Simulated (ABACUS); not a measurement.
HfIn4SiO6:

```
Hf In Si O
1.0
     2.41418   -8.12947   -0.00361
     2.41418    8.12947   -0.00361
    -0.98872    0.00000    4.73072
Hf In Si O
1 4 1 6
Direct
  0.00000 0.00000 0.00000
  0.66321 0.33679 0.00000
  0.16197 0.83803 0.50000
  0.33679 0.66321 0.00000
  0.83803 0.16197 0.50000
  0.50000 0.50000 0.50000
  0.73033 0.73033 0.27051
  0.26967 0.26967 0.72949
  0.19575 0.35695 0.27609
  0.64305 0.80425 0.72391
  0.80425 0.64305 0.72391
  0.35695 0.19575 0.27609
```

The cell was built by a generator and needn't be a form met in nature.

Base run:

| Quantity | Value |
| --- | --- |
| Program | ABACUS 3.10.1 |
| Functional | PBE |
| Potentials or basis | SG15 ONCV 1.2 PBE |
| Cutoff | 1361 eV |
| Density cutoff | 5442 eV |
| Basis | DZP LCAO (the cutoffs set its grid) |
| k mesh | 4 × 4 × 4 |
| Occupations | fermi-dirac, width 0.05 eV |
| Spin | no spin polarisation |

Its results: band gap on the k mesh 0.30 eV, direct; pressure 2.2 GPa; largest force 0.600 eV/Å.

After a change of settings the same cell gave: band gap on the k mesh 0.30 eV, direct; pressure -1.8 GPa; largest force 0.819 eV/Å. Which change was it?
A. functional from PBE to TPSS
B. functional from PBE to LDA
C. functional from PBE to PW91
D. functional from PBE to WC

D.

WC binds more tightly than PBE, so the same cell stands under less pressure.

Caveats: the atomic orbitals were generated for these runs and aren't a published set; spin-orbit coupling is left out, which moves the levels of the heavy elements; the basis of atomic orbitals isn't converged, which shifts pressures, moduli and gaps; the potentials were made for another functional, which shifts forces and pressure (some runs).

Not every run made on this cell is shown here.
